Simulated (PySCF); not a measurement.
COH4, in a box:

```xyz
6
Lattice="11.0000 0.0000 0.0000 0.0000 11.0000 0.0000 0.0000 0.0000 12.0000" Properties=species:S:1:pos:R:3 pbc="T T T"
C     5.3756    5.2941    5.6813
O     5.3274    5.7952    7.0137
H     4.6454    4.5527    5.6806
H     6.3826    4.8288    5.5437
H     5.2288    6.0787    4.9433
H     5.9854    6.5092    7.1166
```

The cell isn't the ideal one: atoms moved at random, drawn with an rms of 0.05 Å.

Program: PySCF 2.14.0. Alike in all runs: task atomic charges; potentials or basis def2-svp (all-electron); no spin polarisation; cell atoms moved at random, drawn with an rms of 0.05 Å; k mesh 1 × 1 × 1; smearing fixed.

**Question.** Order these runs on this cell by their band gap on the k mesh, lowest first.
A. level TPSS; three-centre integrals read from an earlier run's file
B. level B3PW91; three-centre integrals read from an earlier run's file; exxdiv ewald
C. level PBE
D. level r2SCANh; three-centre integrals read from an earlier run's file; exxdiv ewald

**Answer.** C (6.38 eV), A (6.82 eV), D (8.65 eV), B (8.84 eV).

Caveats: this is a molecule in a periodic box at the Γ point, so its band gap is the HOMO-LUMO gap; the basis of atomic orbitals isn't converged, which shifts pressures, moduli and gaps.

